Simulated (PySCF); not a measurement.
# NMgH3 in PySCF: a series of runs

One molecule, NMgH3, is run at these levels: HCTH407+D3, B97-D+D3; tasks: atomic charges.

Program: PySCF 2.14.0. These are calculated values, not measurements. Logs are shortened: lines on timing, memory, paths and dates and some standing lists are left out, and cuts for length are marked.

### Step 1. The cell of the first run

The cell holds a molecule in a box, 5 atoms: a = 11.000 Å, b = 14.000 Å, c = 11.000 Å, α = 90.00°, β = 90.00°, γ = 90.00°.

### Step 2. Atomic charges, HCTH407+D3 (atoms moved at random, drawn with an rms of 0.05 Å)

run.py

```python
import json
import numpy as np
from pyscf.pbc import gto, scf, dft, df

cell = gto.Cell()
cell.basis = 'cc-pvdz'
cell.fromfile('MgH3N.xyz')
cell.exp_to_discard = 0
cell.precision = 1e-08
cell.max_memory = 2520  # MB
cell.verbose = 4
cell.build()

res = {}
from pyscf.dispersion import dftd3
d = dftd3.DFTD3Dispersion(cell, xc='hcth407', version='d3zero', atm=False).get_dispersion(grad=True)
print('dispersion energy = %.10f' % d['energy'])
res['e_disp'] = float(d['energy'])

kpts = cell.make_kpts([1, 1, 1])
mf = dft.KRKS(cell, kpts, xc='GGA_XC_HCTH_407')
mf = mf.density_fit()
mf.with_df._cderi = 'cderi.h5'  # three-centre integrals saved by an earlier run on this cell, basis and mesh
mf.conv_tol = 1e-07
mf.max_cycle = 60

mf.kernel()
res.update(converged=bool(mf.converged), e_tot=mf.e_tot, nelec=cell.nelectron, nao=cell.nao, mesh=list(map(int, cell.mesh)), a=cell.lattice_vectors().tolist(), coords=cell.atom_coords().tolist(),
           mo_energy=[np.real(x).tolist() for x in mf.mo_energy], mo_occ=[np.real(x).tolist() for x in mf.mo_occ])
res.update(kpts=cell.get_scaled_kpts(kpts).tolist())
res['parts'] = {k: float(np.real(v)) for k, v in mf.scf_summary.items() if np.isscalar(v)}
json.dump(res, open('results.json', 'w'))
if not mf.converged:
    raise SystemExit('SCF not converged')

print('levels (eV)')
for i, kp in enumerate(res['kpts'][:40]):
    print('k %7.4f %7.4f %7.4f  ' % tuple(kp), ' '.join('%.3f' % (x * 27.211386) for x in res['mo_energy'][i][:16]))

# Mulliken populations
dm, s = np.asarray(mf.make_rdm1()), np.asarray(mf.get_ovlp())
sites = cell.aoslice_by_atom()[:, 2:]
tot = np.einsum('kij,kji->i', dm, s).real / len(kpts)
res['mulliken'] = [cell.atom_charge(i) - tot[a0:a1].sum() for i, (a0, a1) in enumerate(sites)]
print('Mulliken charges', np.round(res['mulliken'], 5))
res['meta_lowdin'] = mf.mulliken_meta()[1].tolist()
res['done'] = True
json.dump(res, open('results.json', 'w'))
```

MgH3N.xyz

```xyz
5
Lattice="11.0000000000 0.0000000000 0.0000000000 0.0000000000 14.0000000000 0.0000000000 0.0000000000 0.0000000000 11.0000000000" Properties=species:S:1:pos:R:3 pbc="T T T"
N      5.4282580000      5.5481440000      5.4238360000
Mg     5.8300880000      7.4440520000      5.1534230000
H      4.7890150000      5.1314060000      4.9434660000
H      5.8567740000      5.0575980000      6.1312900000
H      6.2315220000      9.0570060000      4.9173190000
```

Potentials or basis: cc-pvdz (all-electron).

Launch:

```
> OMP_NUM_THREADS=2 python -u run.py > log
```

The log of the run:

```text
Discarded 0 diffused primitive functions, 0 contracted functions
dispersion energy = -0.0026616411

******** <class 'pyscf.pbc.dft.krks.KRKS'> ********
method = KRKS
initial guess = minao
damping factor = 0
level_shift factor = 0
DIIS = <class 'pyscf.scf.diis.CDIIS'>
diis_start_cycle = 1
diis_space = 8
diis_damp = 0
SCF conv_tol = 1e-07
SCF conv_tol_grad = None
SCF max_cycles = 60
direct_scf = True
direct_scf_tol = 1e-13

******** PBC SCF flags ********
N kpts = 1
Exchange divergence treatment (exxdiv) = ewald
    madelung (= occupied orbital energy shift) = 0.12338030521502434
    Total energy shift due to Ewald probe charge = -1/2 * Nelec*madelung = -1.35718335737
DF object = <pyscf.pbc.df.df.GDF object>
XC functionals = GGA_XC_HCTH_407
small_rho_cutoff = 0
radial grids:
    Treutler-Ahlrichs [JCP 102, 346 (1995); DOI:10.1063/1.469408] (M4) radial grids

becke partition: Becke, JCP 88, 2547 (1988); DOI:10.1063/1.454033
pruning grids: <function nwchem_prune>
grids dens level: 3
symmetrized grids: False
atomic radii adjust function: <function treutler_atomic_radii_adjust>
Set gradient conv threshold to 0.000316228

******** <class 'pyscf.pbc.df.rsdf_builder._RSNucBuilder'> ********
mesh = [41 51 41] (85731 PWs)
ke_cutoff = 17.62608876862629
omega = 0.5276831102675794
exclude_d_aux = False
exclude_dd_block = True
j2c_eig_always = False
has_long_range = True
tot grids = 61846
cell vol = 11431.6786  sum(weights) = 11612.9967
nelec by numeric integration = 21.99690754082581
init E= -256.588355545799
  HOMO = -0.29680838385  LUMO = -0.071211426398  gap/eV = 6.13881
nelec by numeric integration = 21.999999884157894
cycle= 1 E= -256.474186231675  delta_E= 0.114  |g|= 0.752  |ddm|= 1.86
  HOMO = -0.0468476091335  LUMO = -0.0248201677054  gap/eV = 0.59940
nelec by numeric integration = 21.999954814467944
cycle= 2 E= -255.0215591994  delta_E= 1.45  |g|= 2.04  |ddm|= 2.23
  HOMO = -0.188233743716  LUMO = -0.0407009527286  gap/eV = 4.01457
nelec by numeric integration = 21.999998802013952
cycle= 3 E= -256.591157531933  delta_E= -1.57  |g|= 0.219  |ddm|= 1.98
  HOMO = -0.164515291799  LUMO = -0.0434952734075  gap/eV = 3.29312
nelec by numeric integration = 21.99999673836197
cycle= 4 E= -256.613499595291  delta_E= -0.0223  |g|= 0.0978  |ddm|= 0.478
  HOMO = -0.162674943039  LUMO = -0.0381269921729  gap/eV = 3.38912
nelec by numeric integration = 21.999996379835377
cycle= 5 E= -256.619504922375  delta_E= -0.00601  |g|= 0.0179  |ddm|= 0.164
  HOMO = -0.166288312862  LUMO = -0.0379210089424  gap/eV = 3.49305
nelec by numeric integration = 21.99999661234405
cycle= 6 E= -256.619627617101  delta_E= -0.000123  |g|= 0.00365  |ddm|= 0.0243
  HOMO = -0.166701002249  LUMO = -0.038149831633  gap/eV = 3.49806
nelec by numeric integration = 21.99999661646887
cycle= 7 E= -256.619632062868  delta_E= -4.45e-06  |g|= 0.00036  |ddm|= 0.00524
  HOMO = -0.16665988826  LUMO = -0.0381138195997  gap/eV = 3.49792
nelec by numeric integration = 21.99999661390376
cycle= 8 E= -256.619632096119  delta_E= -3.33e-08  |g|= 8.56e-05  |ddm|= 0.000484
  HOMO = -0.166690558305  LUMO = -0.0381137537347  gap/eV = 3.49875
nelec by numeric integration = 21.99999661612587
Extra cycle  E= -256.619632088431  delta_E= 7.69e-09  |g|= 0.000194  |ddm|= 0.000236
converged SCF energy = -256.619632088431
levels (eV)
k  0.0000  0.0000  0.0000   -1256.875 -378.391 -80.593 -47.770 -47.723 -47.447 -19.742 -11.389 -7.637 -6.328 -4.536 -1.037 -0.818 -0.433 1.461 2.819
Mulliken charges [-0.3278   0.38783  0.02387  0.04865 -0.13256]
 ** Mulliken pop on meta-lowdin orthogonal AOs **
 ** Mulliken pop  **
pop of  0 N 1s            1.99991
pop of  0 N 2s            1.37796
pop of  0 N 3s            0.01150
pop of  0 N 2px           1.55097
pop of  0 N 2py           1.56938
pop of  0 N 2pz           1.48987
pop of  0 N 3px           0.01979
pop of  0 N 3py           0.01573
pop of  0 N 3pz           0.01724
pop of  0 N 3dxy          0.00136
pop of  0 N 3dyz          0.00139
pop of  0 N 3dz^2         0.00020
pop of  0 N 3dxz          0.00260
pop of  0 N 3dx2-y2       0.00021
pop of  1 Mg 1s           2.00000
pop of  1 Mg 2s           1.99988
pop of  1 Mg 3s           0.72088
pop of  1 Mg 4s           0.00353
pop of  1 Mg 2px          1.99992
pop of  1 Mg 2py          1.99995
pop of  1 Mg 2pz          1.99991
pop of  1 Mg 3px          0.06018
pop of  1 Mg 3py          0.04948
pop of  1 Mg 3pz          0.05017
pop of  1 Mg 4px          0.00102
pop of  1 Mg 4py          0.00406
pop of  1 Mg 4pz          0.00081
pop of  1 Mg 3dxy         0.00301
pop of  1 Mg 3dyz         0.00244
pop of  1 Mg 3dz^2        0.00089
pop of  1 Mg 3dxz         0.00037
pop of  1 Mg 3dx2-y2      0.00291
pop of  2 H 1s            0.76324
pop of  2 H 2s            0.01318
pop of  2 H 2px           0.00134
pop of  2 H 2py           0.00073
pop of  2 H 2pz           0.00099
pop of  3 H 1s            0.77925
pop of  3 H 2s            0.01049
pop of  3 H 2px           0.00105
pop of  3 H 2py           0.00081
pop of  3 H 2pz           0.00136
pop of  4 H 1s            1.45342
pop of  4 H 2s            0.01136
pop of  4 H 2px           0.00038
pop of  4 H 2py           0.00469
pop of  4 H 2pz           0.00018
 ** Mulliken atomic charges  **
charge of    0N =     -1.05811
charge of    1Mg =      1.10059
charge of    2H =      0.22052
charge of    3H =      0.20703
charge of    4H =     -0.47004
```

It took 11 s on 2 threads of Intel Xeon at 2.70GHz, shared host; peak memory 1.6 GiB.

What came out:

```yaml
Free_energy: -6983.0484 eV
Gap_between_the_frontier_levels: 3.50 eV
Meta-löwdin_charges: N -1.06; Mg +1.10; H +0.22, +0.21, -0.47 e
Dispersion_energy_per_atom: -0.014 eV
```

Caveat: this is a molecule in a periodic box at the Γ point, so its band gap is the HOMO-LUMO gap; the energy listed adds the dispersion energy to the SCF energy of the log; population charges move with the basis; the basis of atomic orbitals isn't converged, which shifts pressures, moduli and gaps.

### Step 3. Atomic charges, B97-D+D3 (atoms moved at random, drawn with an rms of 0.05 Å)

Changes to run.py since step 2:

```diff
@@ -15,3 +15,3 @@
 from pyscf.dispersion import dftd3
-d = dftd3.DFTD3Dispersion(cell, xc='hcth407', version='d3zero', atm=False).get_dispersion(grad=True)
+d = dftd3.DFTD3Dispersion(cell, xc='b97d', version='d3zero', atm=False).get_dispersion(grad=True)
 print('dispersion energy = %.10f' % d['energy'])
@@ -20,3 +20,3 @@
 kpts = cell.make_kpts([1, 1, 1])
-mf = dft.KRKS(cell, kpts, xc='GGA_XC_HCTH_407')
+mf = dft.KRKS(cell, kpts, xc='GGA_XC_B97_D')
 mf = mf.density_fit()
```

MgH3N.xyz is that of step 2.

Potentials or basis: cc-pvdz (all-electron).

Launch:

```
> OMP_NUM_THREADS=2 python -u run.py > log
```

The log of the run:

```text
Discarded 0 diffused primitive functions, 0 contracted functions
dispersion energy = -0.0029143003

******** <class 'pyscf.pbc.dft.krks.KRKS'> ********
method = KRKS
initial guess = minao
damping factor = 0
level_shift factor = 0
DIIS = <class 'pyscf.scf.diis.CDIIS'>
diis_start_cycle = 1
diis_space = 8
diis_damp = 0
SCF conv_tol = 1e-07
SCF conv_tol_grad = None
SCF max_cycles = 60
direct_scf = True
direct_scf_tol = 1e-13

******** PBC SCF flags ********
N kpts = 1
Exchange divergence treatment (exxdiv) = ewald
    madelung (= occupied orbital energy shift) = 0.12338030521502434
    Total energy shift due to Ewald probe charge = -1/2 * Nelec*madelung = -1.35718335737
DF object = <pyscf.pbc.df.df.GDF object>
XC functionals = GGA_XC_B97_D
small_rho_cutoff = 0
radial grids:
    Treutler-Ahlrichs [JCP 102, 346 (1995); DOI:10.1063/1.469408] (M4) radial grids

becke partition: Becke, JCP 88, 2547 (1988); DOI:10.1063/1.454033
pruning grids: <function nwchem_prune>
grids dens level: 3
symmetrized grids: False
atomic radii adjust function: <function treutler_atomic_radii_adjust>
Set gradient conv threshold to 0.000316228

******** <class 'pyscf.pbc.df.rsdf_builder._RSNucBuilder'> ********
mesh = [41 51 41] (85731 PWs)
ke_cutoff = 17.62608876862629
omega = 0.5276831102675794
exclude_d_aux = False
exclude_dd_block = True
j2c_eig_always = False
has_long_range = True
tot grids = 61846
cell vol = 11431.6786  sum(weights) = 11612.9967
nelec by numeric integration = 21.99690754082581
init E= -256.528060245494
  HOMO = -0.293490216513  LUMO = -0.0657975893297  gap/eV = 6.19583
nelec by numeric integration = 21.999999881080313
cycle= 1 E= -256.415866355529  delta_E= 0.112  |g|= 0.736  |ddm|= 1.85
  HOMO = -0.0356269523892  LUMO = -0.0105952884375  gap/eV = 0.68115
nelec by numeric integration = 21.999954441247734
cycle= 2 E= -255.135765043253  delta_E= 1.28  |g|= 1.97  |ddm|= 2.13
  HOMO = -0.184207760074  LUMO = -0.0290453067001  gap/eV = 4.22219
nelec by numeric integration = 21.99999883394935
cycle= 3 E= -256.531263280598  delta_E= -1.4  |g|= 0.199  |ddm|= 1.89
  HOMO = -0.158440594709  LUMO = -0.0346581665832  gap/eV = 3.36829
nelec by numeric integration = 21.99999689028445
cycle= 4 E= -256.549372756574  delta_E= -0.0181  |g|= 0.0838  |ddm|= 0.43
  HOMO = -0.157646078075  LUMO = -0.0289173773531  gap/eV = 3.50289
nelec by numeric integration = 21.99999672612924
cycle= 5 E= -256.553613166857  delta_E= -0.00424  |g|= 0.0174  |ddm|= 0.136
  HOMO = -0.160601738119  LUMO = -0.0289931424697  gap/eV = 3.58125
nelec by numeric integration = 21.99999689793951
cycle= 6 E= -256.553717487832  delta_E= -0.000104  |g|= 0.00338  |ddm|= 0.022
  HOMO = -0.161135632361  LUMO = -0.0292450650922  gap/eV = 3.58893
nelec by numeric integration = 21.999996911017078
cycle= 7 E= -256.553721004027  delta_E= -3.52e-06  |g|= 0.000411  |ddm|= 0.00401
  HOMO = -0.161162555975  LUMO = -0.0292372103157  gap/eV = 3.58987
nelec by numeric integration = 21.99999691272506
cycle= 8 E= -256.553721039744  delta_E= -3.57e-08  |g|= 9.38e-05  |ddm|= 0.000294
  HOMO = -0.161195775745  LUMO = -0.0292336157015  gap/eV = 3.59087
nelec by numeric integration = 21.999996915174243
Extra cycle  E= -256.553721029517  delta_E= 1.02e-08  |g|= 0.000222  |ddm|= 0.000261
converged SCF energy = -256.553721029517
levels (eV)
k  0.0000  0.0000  0.0000   -1257.301 -378.734 -80.178 -47.432 -47.382 -47.118 -19.516 -11.216 -7.462 -6.171 -4.386 -0.795 -0.556 -0.211 1.842 3.165
Mulliken charges [-0.34494  0.40617  0.03717  0.06031 -0.15871]
 ** Mulliken pop on meta-lowdin orthogonal AOs **
 ** Mulliken pop  **
pop of  0 N 1s            1.99991
pop of  0 N 2s            1.37390
pop of  0 N 3s            0.01122
pop of  0 N 2px           1.54970
pop of  0 N 2py           1.56733
pop of  0 N 2pz           1.48837
pop of  0 N 3px           0.02010
pop of  0 N 3py           0.01558
pop of  0 N 3pz           0.01749
pop of  0 N 3dxy          0.00141
pop of  0 N 3dyz          0.00144
pop of  0 N 3dz^2         0.00021
pop of  0 N 3dxz          0.00262
pop of  0 N 3dx2-y2       0.00022
pop of  1 Mg 1s           2.00000
pop of  1 Mg 2s           1.99988
pop of  1 Mg 3s           0.72168
pop of  1 Mg 4s           0.00369
pop of  1 Mg 2px          1.99992
pop of  1 Mg 2py          1.99995
pop of  1 Mg 2pz          1.99992
pop of  1 Mg 3px          0.06050
pop of  1 Mg 3py          0.04915
pop of  1 Mg 3pz          0.05047
pop of  1 Mg 4px          0.00072
pop of  1 Mg 4py          0.00445
pop of  1 Mg 4pz          0.00055
pop of  1 Mg 3dxy         0.00301
pop of  1 Mg 3dyz         0.00248
pop of  1 Mg 3dz^2        0.00079
pop of  1 Mg 3dxz         0.00038
pop of  1 Mg 3dx2-y2      0.00264
pop of  2 H 1s            0.76545
pop of  2 H 2s            0.01330
pop of  2 H 2px           0.00120
pop of  2 H 2py           0.00067
pop of  2 H 2pz           0.00089
pop of  3 H 1s            0.78176
pop of  3 H 2s            0.01056
pop of  3 H 2px           0.00096
pop of  3 H 2py           0.00075
pop of  3 H 2pz           0.00121
pop of  4 H 1s            1.45677
pop of  4 H 2s            0.01181
pop of  4 H 2px           0.00037
pop of  4 H 2py           0.00449
pop of  4 H 2pz           0.00018
 ** Mulliken atomic charges  **
charge of    0N =     -1.04949
charge of    1Mg =      1.09985
charge of    2H =      0.21848
charge of    3H =      0.20477
charge of    4H =     -0.47361
```

Wall time 9.9 s (2 threads of Intel Xeon at 2.70GHz, shared host); peak memory 1.6 GiB.

What came out:

```
Free energy                     : -6981.2617 eV
Gap between the frontier levels : 3.59 eV
Meta-löwdin charges             : N -1.05; Mg +1.10; H +0.22, +0.20, -0.47 e
Dispersion energy per atom      : -0.016 eV
```

Levels at points of the mesh, in eV from the valence-band top:
```csv
k point,band 7,band 8,band 9,band 10,band 11,band 12,band 13,band 14,band 15,band 16
"(0.00, 0.00, 0.00)",-15.13,-6.83,-3.08,-1.79,0.00,3.59,3.83,4.18,6.23,7.55
```

Caveat: this is a molecule in a periodic box at the Γ point, so its band gap is the HOMO-LUMO gap; the energy listed adds the dispersion energy to the SCF energy of the log; population charges move with the basis; the basis of atomic orbitals isn't converged, which shifts pressures, moduli and gaps.
